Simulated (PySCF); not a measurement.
# NiH₄: one geometry, several methods

Aim: at the PBE0 minimum of singlet NiH₄, found before, compare methods on energies and levels.

The runs use PySCF 2.14.0; several methods, basis Ni def2-TZVP, H def2-TZVP, no relativity, density fitting.

## 1. The starting structure

5 atoms, charge 0, spin multiplicity 1.

Bond lengths: Ni1–H2 1.555 Å, Ni1–H3 1.555 Å, Ni1–H4 1.555 Å, Ni1–H5 1.555 Å. Angles: H2–Ni1–H3 157.7°, H2–Ni1–H4 31.7°, H2–Ni1–H5 157.7°, H3–Ni1–H4 157.7°, H3–Ni1–H5 31.7°, H4–Ni1–H5 157.7°.

```xyz
5
charge 0 multiplicity 1
Ni    0.0000    0.0000    0.0000
H     0.3302    1.4892   -0.3015
H    -0.3319   -1.4891   -0.2997
H    -0.2692    1.5014    0.3015
H     0.2709   -1.5014    0.2997
```

## 2. Fields at the lowest minimum

The plane holds Ni1 at (0.00, 0.00), H2 at (1.55, 0.00), H3 at (-1.44, 0.59) Å. Columns run from x = -3.45 to 3.75 Å, rows from y = 2.85 (top) to -1.95 Å, in steps of 0.3 Å.

Density (cut at 5 e/Å³):

Ten steps from '0' (0.000 e/Å³) to '9' (5.000 e/Å³), finer at the low end (step k begins (100^(k/10) - 1)/99 of the way up):
```
0000000000000000000000000
0000000000000000000000000
0000000000000000000000000
0000000000000000000000000
0000000111111000000000000
0000012222222111000000000
0000124443333322110000000
0000246754567543321100000
0001246766899854443100000
0001245656999965674210000
0000134556999966775210000
0000123345899855654210000
0000011223576544443100000
0000001112333333321100000
0000000011122211110000000
0000000000011100000000000
0000000000000000000000000
```

ELF (0 where the density is under 0.005 e/Å³):

Ten even steps from '0' (0.00) to '9' (1.00):
```
0000000000000000000000000
0000000000000000000000000
0000000000000000000000000
0000023211110000000000000
0000478742111111000000000
0004899863111111122100000
0017999983112112356520000
0028999992233212689860000
0038999981477413999984000
0027999941711714999995000
0016899821711715999985000
0003788611477416999983000
0001465311233116999961000
0000122211121125898730000
0000001111111113676310000
0000000001111112332000000
0000000000000000100000000
```

Electrostatic potential (cut at 20 V):

Ten steps from '0' (-0.19 V) to '9' (20.00 V), finer at the low end (step k begins (100^(k/10) - 1)/99 of the way up):
```
1111111110000000001111111
1122211110000000001111111
2222222211000000001111111
2222222221110000011111111
2223334433222211111111111
2233455554444432222222221
2234568876677654443332222
2234579998899876555433222
2234579999999987887543222
2234568989999998999643322
2233467789999999998643322
2223455678999998887543222
2222334567899877765433222
2222223345677665554332222
1112222223444444443322222
1111111111222223332222222
1111111000001112222222221
```

Along Ni1–H2 (1.555 Å) the density is least, 0.75 e/Å³, about 0.93 Å from Ni1; ELF there is 0.21.

Values on the line from Ni1 (at 0) through H2 (at 1.555 Å):

```
distance (Å)  density (e/Å³)    ELF  electrostatic potential (V)
       -0.54            5.56    0.6                         55.8
       -0.39            19.2  0.777                          146
       -0.23              45  0.274                          498
       -0.08             906  0.704                     3.08e+03
        0.16             138  0.439                     1.05e+03
        0.31            31.4  0.692                          261
        0.47            10.5  0.727                         87.6
        0.62            2.99  0.419                         37.7
        0.78            1.11   0.16                         19.9
        0.93           0.748   0.21                         13.4
        1.09           0.831  0.672                         13.7
        1.24            1.16  0.966                         23.7
        1.40            1.76  0.997                           66
        1.63            2.04      1                          157
        1.79            1.04  0.999                         36.4
        1.94           0.517  0.996                         14.8
        2.10            0.26   0.99                         7.16
        2.25           0.132  0.977                         3.84
        2.41          0.0678   0.95                         2.25
```

Making the fields took 0.7 s on 2 threads of Arm Neoverse V1, shared host.

## 3. PBE0

The steps are one call of a driver around PySCF; scf.py gives each level's set-up. Each SCF starts from the density of the minimum. The driver also runs the species with one electron less or more at the same geometry; their logs are not shown.

File scf.py:

```python
from pyscf import gto, scf, dft
mol = gto.M(atom='''
Ni    -0.000000     0.000000     0.000000
H      0.330183     1.489186    -0.301478
H     -0.331917    -1.489150    -0.299744
H     -0.269180     1.501412     0.301478
H      0.270914    -1.501447     0.299744''',
    basis={'Ni': 'def2-TZVP', 'H': 'def2-TZVP'},
    charge=0, spin=0)
mf = dft.RKS(mol, xc='PBE0')
mf.grids.atom_grid = (75, 302)
aux = {'Ni': 'def2-universal-JKFIT', 'H': 'def2-universal-JKFIT'}
mf = mf.density_fit(auxbasis=aux)
mf.conv_tol = 1e-08
mf.diis_space = 10
mf.max_cycle = 60
mf.verbose = 4
mf.kernel()
```

Launch:

```
$ OMP_NUM_THREADS=2 python axn.py task.json out
```

The program printed:

```text
init E= -1510.41425229649
  HOMO = -0.203477115262816  LUMO = -0.00169978727807456  gap/eV = 5.49064
cycle= 1 E= -1510.41425229064  delta_E= 5.85e-09  |g|= 0.000259  |ddm|= 0.000113
  HOMO = -0.203386171043636  LUMO = -0.00168498035846685  gap/eV = 5.48857
cycle= 2 E= -1510.41425214914  delta_E= 1.42e-07  |g|= 0.00127  |ddm|= 0.00055
  HOMO = -0.203461404344028  LUMO = -0.00169712680962402  gap/eV = 5.49029
cycle= 3 E= -1510.41425229675  delta_E= -1.48e-07  |g|= 2.33e-06  |ddm|= 0.000455
  HOMO = -0.203461595084355  LUMO = -0.00169717566471755  gap/eV = 5.49029
cycle= 4 E= -1510.41425229673  delta_E= 1.3e-11  |g|= 2.27e-07  |ddm|= 1.17e-06
  HOMO = -0.203461689295741  LUMO = -0.00169718907661566  gap/eV = 5.49029
Extra cycle  E= -1510.41425229674  delta_E= -1.05e-11  |g|= 1.15e-06  |ddm|= 5.83e-07
converged SCF energy = -1510.41425229674
```

This level, with the species of one electron less or more, took 1.2 s.

| Quantity | Value |
| --- | --- |
| energy | -1510.414252 Eh |
| one electron less (charge +1) | -1510.143558 Eh (doublet, ⟨S²⟩ 0.75) |
| Mulliken charge of Ni1 | -0.26 e |

## 4. HF

Changes to scf.py since step 3:

```diff
@@ -10,2 +10 @@
-mf = dft.RKS(mol, xc='PBE0')
-mf.grids.atom_grid = (75, 302)
+mf = scf.RHF(mol)
```

The program printed, cut to the lines that bear on the results:

```text
[... the frontier levels of the middle cycles are left out ...]
init E= -1508.91435402802
  HOMO = -0.354706094448236  LUMO = 0.107354926145219  gap/eV = 12.57332
cycle= 1 E= -1508.92454514164  delta_E= -0.0102  |g|= 0.346  |ddm|= 0.301
  HOMO = -0.241534832592652  LUMO = 0.126096577201452  gap/eV = 10.00376
cycle= 2 E= -1508.88110516271  delta_E= 0.0434  |g|= 0.799  |ddm|= 0.334
  HOMO = -0.306781439088221  LUMO = 0.117928159150266  gap/eV = 11.55694
cycle= 3 E= -1508.9354168861  delta_E= -0.0543  |g|= 0.0232  |ddm|= 0.243
cycle= 4 E= -1508.93560043515  delta_E= -0.000184  |g|= 0.0117  |ddm|= 0.0341
cycle= 5 E= -1508.9356690116  delta_E= -6.86e-05  |g|= 0.00456  |ddm|= 0.0204
cycle= 6 E= -1508.93571949612  delta_E= -5.05e-05  |g|= 0.00275  |ddm|= 0.028
cycle= 7 E= -1508.93572992254  delta_E= -1.04e-05  |g|= 0.000935  |ddm|= 0.0145
cycle= 8 E= -1508.93573134179  delta_E= -1.42e-06  |g|= 0.000498  |ddm|= 0.00557
cycle= 9 E= -1508.93573146078  delta_E= -1.19e-07  |g|= 5.74e-05  |ddm|= 0.00137
cycle= 10 E= -1508.93573146441  delta_E= -3.63e-09  |g|= 1.11e-05  |ddm|= 0.000176
  HOMO = -0.297658472621733  LUMO = 0.117340239229286  gap/eV = 11.29269
Extra cycle  E= -1508.9357314645  delta_E= -9.5e-11  |g|= 9.97e-06  |ddm|= 3.46e-05
converged SCF energy = -1508.9357314645
```

This level, with the species of one electron less or more, took under 0.5 s.

```
energy                        : -1508.935731 Eh
one electron less (charge +1) : -1508.804983 Eh (doublet, ⟨S²⟩ 0.76)
Mulliken charge of Ni1        : -0.15 e
```

## 5. PBE

Changes to scf.py since step 4:

```diff
@@ -10 +10,2 @@
-mf = scf.RHF(mol)
+mf = dft.RKS(mol, xc='PBE')
+mf.grids.atom_grid = (75, 302)
```

The program printed, cut to the lines that bear on the results:

```text
[... the frontier levels of the middle cycles are left out ...]
init E= -1510.44507158508
  HOMO = -0.106187180998771  LUMO = -0.0296069792082546  gap/eV = 2.08385
cycle= 1 E= -1510.39402201012  delta_E= 0.051  |g|= 0.725  |ddm|= 0.546
  HOMO = -0.365349379545488  LUMO = -0.0753565611164544  gap/eV = 7.89111
cycle= 2 E= -1509.38173105514  delta_E= 1.01  |g|= 3.36  |ddm|= 1.44
  HOMO = -0.16993896359402  LUMO = -0.0469290217685892  gap/eV = 3.34727
cycle= 3 E= -1510.42497574963  delta_E= -1.04  |g|= 0.443  |ddm|= 0.863
cycle= 4 E= -1510.4467085549  delta_E= -0.0217  |g|= 0.121  |ddm|= 0.331
cycle= 5 E= -1510.44834875812  delta_E= -0.00164  |g|= 0.00525  |ddm|= 0.0679
cycle= 6 E= -1510.44835131064  delta_E= -2.55e-06  |g|= 0.00123  |ddm|= 0.00219
cycle= 7 E= -1510.44835145495  delta_E= -1.44e-07  |g|= 0.000341  |ddm|= 0.000394
cycle= 8 E= -1510.44835146667  delta_E= -1.17e-08  |g|= 2.92e-05  |ddm|= 0.000157
cycle= 9 E= -1510.44835146676  delta_E= -8.91e-11  |g|= 1.29e-06  |ddm|= 1.42e-05
  HOMO = -0.139447095165115  LUMO = -0.0379773220806275  gap/eV = 2.76113
Extra cycle  E= -1510.44835146675  delta_E= 1.05e-11  |g|= 9.08e-06  |ddm|= 4.42e-06
converged SCF energy = -1510.44835146675
```

This level, with the species of one electron less or more, took 3.4 s.

| Quantity | Value |
| --- | --- |
| energy | -1510.448351 Eh |
| one electron less (charge +1) | -1510.147151 Eh (doublet, ⟨S²⟩ 0.75) |
| Mulliken charge of Ni1 | -0.30 e |

## 6. B3LYP

Changes to scf.py since step 5:

```diff
@@ -10 +10 @@
-mf = dft.RKS(mol, xc='PBE')
+mf = dft.RKS(mol, xc='B3LYP')
```

The program printed:

```text
init E= -1510.72412323219
  HOMO = -0.184981122176619  LUMO = -0.0111156144347495  gap/eV = 4.73112
cycle= 1 E= -1510.72326612949  delta_E= 0.000857  |g|= 0.115  |ddm|= 0.119
  HOMO = -0.230083581416962  LUMO = -0.019782057172265  gap/eV = 5.72260
cycle= 2 E= -1510.68977358358  delta_E= 0.0335  |g|= 0.614  |ddm|= 0.276
  HOMO = -0.197889435724447  LUMO = -0.0144499628322895  gap/eV = 4.99164
cycle= 3 E= -1510.72452269638  delta_E= -0.0347  |g|= 0.0403  |ddm|= 0.202
  HOMO = -0.194130564299349  LUMO = -0.0134887736875763  gap/eV = 4.91551
cycle= 4 E= -1510.72470975892  delta_E= -0.000187  |g|= 0.00183  |ddm|= 0.0219
  HOMO = -0.194274800102449  LUMO = -0.0135450586189944  gap/eV = 4.91791
cycle= 5 E= -1510.72471014281  delta_E= -3.84e-07  |g|= 9.17e-05  |ddm|= 0.00109
  HOMO = -0.194265589093604  LUMO = -0.0135447146098729  gap/eV = 4.91767
cycle= 6 E= -1510.72471014645  delta_E= -3.64e-09  |g|= 1.51e-05  |ddm|= 0.000246
  HOMO = -0.19426037311667  LUMO = -0.0135450737098021  gap/eV = 4.91751
Extra cycle  E= -1510.72471014607  delta_E= 3.79e-10  |g|= 7.06e-05  |ddm|= 4.54e-05
converged SCF energy = -1510.72471014607
```

This level, with the species of one electron less or more, took 2.1 s on 2 threads of Arm Neoverse V1, shared host.

| Property | Result |
| --- | --- |
| energy | -1510.724710 Eh |
| one electron less (charge +1) | -1510.442575 Eh (doublet, ⟨S²⟩ 0.75) |
| Mulliken charge of Ni1 | -0.24 e |

## 7. r2SCAN

Changes to scf.py since step 6:

```diff
@@ -10,2 +10,2 @@
-mf = dft.RKS(mol, xc='B3LYP')
-mf.grids.atom_grid = (75, 302)
+mf = dft.RKS(mol, xc='R2SCAN')
+mf.grids.atom_grid = (90, 434)
```

The program printed, cut to the lines that bear on the results:

```text
[... the frontier levels of the middle cycles are left out ...]
init E= -1510.65807287283
  HOMO = -0.124911355951562  LUMO = -0.0239301277856141  gap/eV = 2.74784
cycle= 1 E= -1510.65063405444  delta_E= 0.00744  |g|= 0.293  |ddm|= 0.234
  HOMO = -0.238849271462777  LUMO = -0.0458639510875283  gap/eV = 5.25140
cycle= 2 E= -1510.39265126336  delta_E= 0.258  |g|= 1.67  |ddm|= 0.747
  HOMO = -0.149779028854046  LUMO = -0.0307031259146917  gap/eV = 3.24022
cycle= 3 E= -1510.65800901747  delta_E= -0.265  |g|= 0.123  |ddm|= 0.537
cycle= 4 E= -1510.65974813633  delta_E= -0.00174  |g|= 0.024  |ddm|= 0.0818
cycle= 5 E= -1510.65981076963  delta_E= -6.26e-05  |g|= 0.00158  |ddm|= 0.0114
cycle= 6 E= -1510.6598110204  delta_E= -2.51e-07  |g|= 0.000122  |ddm|= 0.000664
cycle= 7 E= -1510.65981102199  delta_E= -1.59e-09  |g|= 1.64e-05  |ddm|= 4.77e-05
  HOMO = -0.141127979117565  LUMO = -0.0279872642376085  gap/eV = 3.07872
Extra cycle  E= -1510.65981102076  delta_E= 1.24e-09  |g|= 0.000114  |ddm|= 5.51e-05
converged SCF energy = -1510.65981102076
```

This level, with the species of one electron less or more, took 9.1 s.

```
energy                        : -1510.659811 Eh
one electron less (charge +1) : -1510.372903 Eh (doublet, ⟨S²⟩ 0.75)
Mulliken charge of Ni1        : -0.25 e
```

## 8. TPSSh

Changes to scf.py since step 7:

```diff
@@ -10 +10 @@
-mf = dft.RKS(mol, xc='R2SCAN')
+mf = dft.RKS(mol, xc='TPSSH')
```

The program printed:

```text
init E= -1510.69284082039
  HOMO = -0.142918112131064  LUMO = -0.0141895375146018  gap/eV = 3.50288
cycle= 1 E= -1510.68066988442  delta_E= 0.0122  |g|= 0.364  |ddm|= 0.26
  HOMO = -0.274250610561855  LUMO = -0.0370419604355671  gap/eV = 6.45478
cycle= 2 E= -1510.38515748912  delta_E= 0.296  |g|= 1.82  |ddm|= 0.791
  HOMO = -0.171491111627713  LUMO = -0.0203226267215056  gap/eV = 4.11350
cycle= 3 E= -1510.69257414511  delta_E= -0.307  |g|= 0.11  |ddm|= 0.569
  HOMO = -0.160332966084026  LUMO = -0.0170119632834264  gap/eV = 3.89996
cycle= 4 E= -1510.69391083428  delta_E= -0.00134  |g|= 0.0323  |ddm|= 0.08
  HOMO = -0.162446760434897  LUMO = -0.0175697797443109  gap/eV = 3.94230
cycle= 5 E= -1510.69402143829  delta_E= -0.000111  |g|= 0.000202  |ddm|= 0.0166
  HOMO = -0.162451984366366  LUMO = -0.017559540736911  gap/eV = 3.94272
cycle= 6 E= -1510.69402144074  delta_E= -2.45e-09  |g|= 7.23e-05  |ddm|= 9.87e-05
  HOMO = -0.162421443984438  LUMO = -0.0175531385672873  gap/eV = 3.94207
Extra cycle  E= -1510.69402142035  delta_E= 2.04e-08  |g|= 0.000471  |ddm|= 0.00023
converged SCF energy = -1510.69402142035
```

This level, with the species of one electron less or more, took 7.1 s.

* energy: -1510.694021 Eh
* one electron less (charge +1): -1510.410891 Eh (doublet, ⟨S²⟩ 0.75)
* Mulliken charge of Ni1: -0.28 e

## 9. TPSS

Changes to scf.py since step 8:

```diff
@@ -10 +10 @@
-mf = dft.RKS(mol, xc='TPSSH')
+mf = dft.RKS(mol, xc='TPSS')
```

The program printed, cut to the lines that bear on the results:

```text
[... the frontier levels of the middle cycles are left out ...]
init E= -1510.73377882939
  HOMO = -0.103947577087049  LUMO = -0.0246463548636365  gap/eV = 2.15790
cycle= 1 E= -1510.67858668157  delta_E= 0.0552  |g|= 0.754  |ddm|= 0.557
  HOMO = -0.371591575231518  LUMO = -0.0715146486364619  gap/eV = 8.16551
cycle= 2 E= -1509.64379184777  delta_E= 1.03  |g|= 3.41  |ddm|= 1.46
  HOMO = -0.167457349441199  LUMO = -0.0407647060555203  gap/eV = 3.44748
cycle= 3 E= -1510.71331847721  delta_E= -1.07  |g|= 0.445  |ddm|= 0.875
cycle= 4 E= -1510.73500377923  delta_E= -0.0217  |g|= 0.127  |ddm|= 0.335
cycle= 5 E= -1510.73676431674  delta_E= -0.00176  |g|= 0.0024  |ddm|= 0.0731
cycle= 6 E= -1510.73676475392  delta_E= -4.37e-07  |g|= 0.000632  |ddm|= 0.000569
cycle= 7 E= -1510.73676479209  delta_E= -3.82e-08  |g|= 0.000123  |ddm|= 0.0002
cycle= 8 E= -1510.73676479358  delta_E= -1.49e-09  |g|= 2.2e-05  |ddm|= 5.77e-05
  HOMO = -0.1367916291356  LUMO = -0.0317013005050058  gap/eV = 2.85965
Extra cycle  E= -1510.73676479098  delta_E= 2.6e-09  |g|= 0.000167  |ddm|= 8.59e-05
converged SCF energy = -1510.73676479098
```

This level, with the species of one electron less or more, took 14 s.

| Item | Value |
| --- | --- |
| energy | -1510.736765 Eh |
| one electron less (charge +1) | -1510.440218 Eh (doublet, ⟨S²⟩ 0.75) |
| Mulliken charge of Ni1 | -0.30 e |

## 10. r2SCAN0

Changes to scf.py since step 9:

```diff
@@ -10 +10 @@
-mf = dft.RKS(mol, xc='TPSS')
+mf = dft.RKS(mol, xc='HYB_MGGA_XC_R2SCAN0')
```

The program printed:

```text
init E= -1510.57737236632
  HOMO = -0.213450030906556  LUMO = 0.00210716411794061  gap/eV = 5.86561
cycle= 1 E= -1510.57588711268  delta_E= 0.00149  |g|= 0.143  |ddm|= 0.111
  HOMO = -0.162893747304018  LUMO = 0.0128570716941201  gap/eV = 4.78242
cycle= 2 E= -1510.52647591225  delta_E= 0.0494  |g|= 0.747  |ddm|= 0.33
  HOMO = -0.203985769775603  LUMO = 0.0051417730350499  gap/eV = 5.69065
cycle= 3 E= -1510.57788555178  delta_E= -0.0514  |g|= 0.0142  |ddm|= 0.273
  HOMO = -0.205087498168472  LUMO = 0.00496860207123787  gap/eV = 5.71592
cycle= 4 E= -1510.57790570463  delta_E= -2.02e-05  |g|= 0.00057  |ddm|= 0.00651
  HOMO = -0.205197961088672  LUMO = 0.00500449285378232  gap/eV = 5.71990
cycle= 5 E= -1510.57790600793  delta_E= -3.03e-07  |g|= 0.000131  |ddm|= 0.00246
  HOMO = -0.205229080676485  LUMO = 0.00501115662690008  gap/eV = 5.72093
cycle= 6 E= -1510.57790601773  delta_E= -9.8e-09  |g|= 9.81e-05  |ddm|= 0.000443
  HOMO = -0.205200253846231  LUMO = 0.00501667104787576  gap/eV = 5.72029
Extra cycle  E= -1510.57790599817  delta_E= 1.96e-08  |g|= 0.000474  |ddm|= 0.000218
converged SCF energy = -1510.57790599817
```

This level, with the species of one electron less or more, took 8.4 s on 2 threads of Arm Neoverse V1, shared host.

```
energy                        : -1510.577906 Eh
one electron less (charge +1) : -1510.320170 Eh (doublet, ⟨S²⟩ 0.76)
Mulliken charge of Ni1        : -0.23 e
```

## 11. The ladder

| level | atomisation energy (kJ/mol) | vertical ionisation energy (eV) | −ε(HOMO) (eV) | gap (eV) | wall time |
| --- | --- | --- | --- | --- | --- |
| PBE0 | 1009 | 7.37 | 5.54 | 5.49 | 1.2 s |
| HF | 237 | 3.56 | 8.10 | 11.29 | under 0.5 s |
| PBE | 1163 | 8.20 | 3.79 | 2.76 | 3.4 s |
| B3LYP | 1056 | 7.68 | 5.29 | 4.92 | 2.1 s |
| r2SCAN | 1087 | 7.81 | 3.84 | 3.08 | 9.1 s |
| TPSSh | 1119 | 7.70 | 4.42 | 3.94 | 7.1 s |
| TPSS | 1177 | 8.07 | 3.72 | 2.86 | 14 s |
| r2SCAN0 | 958 | 7.01 | 5.58 | 5.72 | 8.4 s |

Times are for 2 threads of Arm Neoverse V1, shared host; PBE0 starts from its own converged density, so its time is not comparable. A dash stands where a species or a free atom was not run at that level, or the quantity is not defined.

Atomisation goes to high-spin atoms in their ground configurations, run at the same level, without zero-point energy.

## 12. Results

| quantity | value |
| --- | --- |
| atomisation energy, range | 237 (HF) to 1177 (TPSS) kJ/mol |
| vertical ionisation energy, range | 3.56 (HF) to 8.20 (PBE) eV |
| orbital gap, range | 2.76 (PBE) to 11.29 (HF) eV |

**Reading.** The atomisation energy spreads over 940 kJ/mol, from HF to TPSS; without a CCSD(T) value for it there is no yardstick here. Whether spin polarisation would lower the closed shell was not checked.
